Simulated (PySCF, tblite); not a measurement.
# C5H14OSSi2: geometry, infrared bands and NMR shifts

Wanted: the infrared bands and NMR shifts of C5H14OSSi2 (`CO[C@@H]1[SiH2][C@H](C)[Si@H]1SC`), by calculation.

The runs use tblite 0.8.0 and PySCF 2.14.0, with density-fitted response routines of our own; the level of theory stands in each step. All values are computed, except where a source is named. Atoms count from 0, in the outputs and in this text.

## 1. Starting geometry

23 atoms, charge 0, multiplicity 1; geometry from: force field or distance geometry start.

Bonds of the start (Å): C0–O1 1.42, O1–C2 1.45, C2–Si3 1.94, Si3–C4 1.93, C4–C5 1.51, C4–Si6 1.91, Si6–S7 2.14, S7–C8 1.81, Si6–C2 1.92, C0–H9 1.11, C0–H10 1.09, C0–H11 1.09, C2–H12 1.10, Si3–H13 1.48, Si3–H14 1.49, C4–H15 1.10, C5–H16 1.10, C5–H17 1.10, C5–H18 1.09, Si6–H19 1.48, C8–H20 1.09, C8–H21 1.09, C8–H22 1.09.

## 2. Relaxing the molecule with GFN2-xTB

What the job is given:

```
{"job": {"kind": "relax", "xc": "GFN2-xTB", "basis": "xTB"}, "charge": 0, "multiplicity": 1}
C     -1.985400    -2.432100    -0.998900
O     -0.930000    -1.491000    -1.109400
C     -0.741600    -0.605500     0.024400
Si    -1.593400     1.132500    -0.103600
C     -0.075000     1.840600     0.850100
C      0.325800     3.250900     0.476600
Si     0.877900     0.431400    -0.020500
S      2.366100    -0.413000     1.265100
C      2.799400    -1.960900     0.423200
H     -2.952100    -1.906300    -0.887900
H     -1.835300    -3.092300    -0.143600
H     -2.021800    -3.032900    -1.909100
H     -0.904600    -1.088100     1.000000
H     -1.709800     1.652500    -1.482600
H     -2.857900     1.230700     0.682800
H     -0.171500     1.682400     1.933600
H     -0.393400     3.978600     0.872100
H      1.299100     3.496800     0.925000
H      0.411900     3.418100    -0.596100
H      1.405900     0.765200    -1.360400
H      1.920400    -2.608100     0.345600
H      3.563000    -2.473500     1.002000
H      3.197700    -1.749000    -0.564400
```

The run is started by

```bash
OMP_NUM_THREADS=1 python probes_run.py task.json out
```

The driver reads the jobs from task.json and runs them one after another.

**Question.** This job is followed by: GFN2-xTB harmonic vibrations, gas phase; GIAO PBE0/pcSseg-1 NMR shielding, non-relativistic, gas phase. What will the session give for the following? strongest single infrared mode (GFN2-xTB); zero-point energy (GFN2-xTB); 13C shifts against TMS (PBE0/pcSseg-1); 1H shifts against TMS (PBE0/pcSseg-1, means over atoms taken as alike); 17O shifts against H2O (PBE0/pcSseg-1); 29Si shifts against TMS (PBE0/pcSseg-1); 33S shifts against CS2 (PBE0/pcSseg-1).

The runs gave:

| quantity | value |
| --- | --- |
| strongest single infrared mode (GFN2-xTB) | 2286 cm⁻¹, 423 km/mol |
| zero-point energy (GFN2-xTB) | 110.1 kcal/mol |
| 13C shifts against TMS (PBE0/pcSseg-1) | 77.1, 63.5, 16.6, 12.4, 10.4 ppm |
| 1H shifts against TMS (PBE0/pcSseg-1, means over atoms taken as alike) | 5.33, 4.93, 4.46, 3.60, 3.28, 2.05, 1.46, 1.19 ppm |
| 17O shifts against H2O (PBE0/pcSseg-1) | 14.8 ppm |
| 29Si shifts against TMS (PBE0/pcSseg-1) | 19.3, -32.8 ppm |
| 33S shifts against CS2 (PBE0/pcSseg-1) | -185 ppm |

**Reading.** The optimisation took 161 steps and gained 0.403 eV; among the close pairs (by a distance rule), Si3–H14 changed most, from 1.492 to 1.463 Å. No mode is imaginary among the 63: a minimum at this level. The strongest single mode, at 2286 cm⁻¹, moves mainly H19. Unscaled tight-binding wavenumbers are off by several per cent, some by more. Its intensities can rank the bands wrongly. C2 (sp3 CH bonded to O and 2 Si) lies farthest downfield among carbon, at 77.1 ppm; deshielded by the electronegative neighbour. At PBE0/pcSseg-1: The largest span, 240 ppm, is at S7, where the paramagnetic term is -371 ppm.
